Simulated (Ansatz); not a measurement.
**C₄H₈ClNOZr: basis-set convergence**

One table from this session's results is given with a row withheld; the runs are named, their logs left out.

The runs use Ansatz 0.2.0, Gaussian basis; one geometry, several basis sets.

The runs, in order: PBE0-D4/def2-SVP; ωB97M-V/def2-SVP; PBE0-D4/def2-QZVPP; ωB97M-V/def2-QZVPP; the functionals' def2-TZVPP values are taken from earlier runs.

1 further run of the same task is left out (it didn't finish).

## The relaxed structure

An earlier PBE0-D4 in a triple-zeta def2 set relaxation fixed the geometry. Zr takes the def2 core potential; no spin-orbit term is included.

16 atoms, charge 0, spin multiplicity 1.

Atoms are counted from 1 here; the program's logs count them from 0.

Bond lengths: C1–C2 1.216 Å, C1–H9 1.067 Å, C2–Zr3 2.203 Å, Zr3–O4 1.906 Å, Zr3–Cl5 2.378 Å, Zr3–N6 1.994 Å, O4–H10 0.954 Å, N6–C7 1.439 Å, N6–C8 1.447 Å, C7–H11 1.091 Å, C7–H12 1.098 Å, C7–H13 1.098 Å, C8–H14 1.098 Å, C8–H15 1.098 Å, C8–H16 1.097 Å. Angles: C2–C1–H9 179.9°, C1–C2–Zr3 178.1°, C2–Zr3–O4 110.9°, C2–Zr3–Cl5 109.6°, C2–Zr3–N6 104.3°, O4–Zr3–Cl5 115.0°, O4–Zr3–N6 107.3°, Cl5–Zr3–N6 109.2°, Zr3–O4–H10 162.2°, Zr3–N6–C7 133.0°, Zr3–N6–C8 113.0°, C7–N6–C8 114.0°, N6–C7–H11 110.4°, N6–C7–H12 111.1°, N6–C7–H13 111.3°, H11–C7–H12 108.1°, H11–C7–H13 108.2°, H12–C7–H13 107.6° and more.

Coordinates:

```
atom    x (Å)    y (Å)    z (Å)
  C1  -2.3312  -2.6910   0.3081
  C2  -1.7916  -1.7060  -0.1582
 Zr3  -0.8788   0.1053  -1.0178
  O4  -0.1268  -0.2603  -2.7302
 Cl5  -2.4493   1.8900  -0.9722
  N6   0.6307   0.5288   0.2137
  C7   2.0574   0.5889   0.0332
  C8   0.1933   0.8518   1.5546
  H9  -2.8056  -3.5551   0.7165
 H10  -0.0259  -0.3786  -3.6711
 H11   2.3221   0.3362  -0.9949
 H12   2.5705  -0.1158   0.7011
 H13   2.4448   1.5937   0.2502
 H14   0.4784   1.8733   1.8373
 H15  -0.8998   0.7856   1.6397
 H16   0.6119   0.1532   2.2898
```

The first run:

in.yaml

```yaml
crystal:
  periodic: [false, false, false]
  atoms:
    - {symbol: C, position_ang: [-2.331173, -2.690955, 0.308082]}
    - {symbol: C, position_ang: [-1.791590, -1.706002, -0.158216]}
    - {symbol: Zr, position_ang: [-0.878833, 0.105310, -1.017751]}
    - {symbol: O, position_ang: [-0.126761, -0.260281, -2.730199]}
    - {symbol: Cl, position_ang: [-2.449345, 1.889965, -0.972187]}
    - {symbol: N, position_ang: [0.630690, 0.528766, 0.213733]}
    - {symbol: C, position_ang: [2.057383, 0.588942, 0.033248]}
    - {symbol: C, position_ang: [0.193250, 0.851797, 1.554568]}
    - {symbol: H, position_ang: [-2.805581, -3.555050, 0.716543]}
    - {symbol: H, position_ang: [-0.025858, -0.378650, -3.671086]}
    - {symbol: H, position_ang: [2.322097, 0.336211, -0.994863]}
    - {symbol: H, position_ang: [2.570506, -0.115827, 0.701110]}
    - {symbol: H, position_ang: [2.444795, 1.593669, 0.250250]}
    - {symbol: H, position_ang: [0.478379, 1.873335, 1.837300]}
    - {symbol: H, position_ang: [-0.899845, 0.785575, 1.639671]}
    - {symbol: H, position_ang: [0.611885, 0.153217, 2.289808]}
basis:
  gaussian: {orbitals: def2-SVP}
hamiltonian: {xc: pbe0, dispersion: d4}
output: {orbitals: {seedname: orbitals}}
```

Launch:

```sh
$ ansatz run in.yaml --threads 2 --pin off --events-out ev --progress --plain --max-ram 22528MiB --backend cpu
```

Among the steps run: PBE0-D4 in def2-SVP; ωB97M-V in def2-SVP; PBE0-D4 in def2-QZVPP; ωB97M-V in def2-QZVPP.

One of the session's tables, all rows but one given; the rest of the session is left out.

```
functional       basis  HOMO (eV)
   PBE0-D4    def2-SVP      -6.81
   PBE0-D4  def2-TZVPP      -6.88
   PBE0-D4  def2-QZVPP      -6.90
   ωB97M-V    def2-SVP      -9.02
   ωB97M-V  def2-TZVPP          ?
   ωB97M-V  def2-QZVPP      -9.12
```

Estimate the missing values for ωB97M-V, def2-TZVPP.

As computed: HOMO (eV): -9.10. In the column «HOMO (eV)» it lies between ωB97M-V, def2-QZVPP (-9.12) and ωB97M-V, def2-SVP (-9.02).
